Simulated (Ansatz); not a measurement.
# SiGe2: the cost of one run

Program: Ansatz 0.2.0. Level of theory: DFT PBE, scalar-relativistic, plane waves, PAW. These are calculated values, not measurements.

## (1) The starting structure

Symmetry: Cmcm, No. 63, orthorhombic system. Conventional cell: a = 2.995 Å, b = 15.564 Å, c = 4.613 Å, α = 90.00°, β = 90.00°, γ = 90.00°. Si (site symmetry m2m) has 8 Ge at 2.88 to 3.00 Å and 2 Si at 2.88 Å in its first shell of neighbours. Ge (site symmetry m2m) has 6 Si at 2.88 to 3.00 Å and 6 Ge at 2.88 to 3.00 Å in its first shell of neighbours. Ge (site symmetry m2m) is surrounded by 10 Ge at 2.88 to 3.00 Å and 2 Si at 3.00 Å.

Structure file:

```xyz
6
Lattice="1.4976 -7.7820 0.0000 1.4976 7.7820 0.0000 0.0000 0.0000 4.6132" Properties=species:S:1:pos:R:3 pbc="T T T"
Si    1.4976    6.9173    3.4599
Si    1.4976   -6.9173    1.1533
Ge    1.4976    1.7293    3.4599
Ge    1.4976   -3.4587    3.4599
Ge    1.4976   -1.7293    1.1533
Ge    1.4976    3.4587    1.1533
```

The start is an ordering of an alloy on its end members' structure types: elements ordered on the sites of the Tm type, Si/Ge on Tm (Cmcm, No. 63).

## (2) Probe: one point on a coarse mesh

The input, input.yaml:

```yaml
crystal:
  lattice:
    - [1.4976421, -7.78197661, 0.0]
    - [1.4976421, 7.78197661, 0.0]
    - [0.0, 0.0, 4.61317462]
  atoms:
    - { symbol: Si, position: [0.05555556, 0.94444444, 0.75] }
    - { symbol: Si, position: [0.94444444, 0.05555556, 0.25] }
    - { symbol: Ge, position: [0.38888889, 0.61111111, 0.75] }
    - { symbol: Ge, position: [0.72222222, 0.27777778, 0.75] }
    - { symbol: Ge, position: [0.61111111, 0.38888889, 0.25] }
    - { symbol: Ge, position: [0.27777778, 0.72222222, 0.25] }
basis:
  ecutwfc: 420
kpoints:
  mp_grid: { grid: [6, 6, 4] }
hamiltonian:
  xc: pbe
scf:
  occupations: { method: gaussian, width: 0.1 }
  lower_state_search: "off"
output:
  forces: true
  stress: true
  eigenvalues: true
```

Command:

```console
> ansatz run input.yaml --threads 1 --pin off --max-ram 2560MiB --backend cpu --events-out ev --progress --plain --runs-dir out
```

Q: Estimate wall time and peak memory on 1 thread of Arm Neoverse V1, shared host.

About 8.7 s, with a peak of 0.41 GiB.
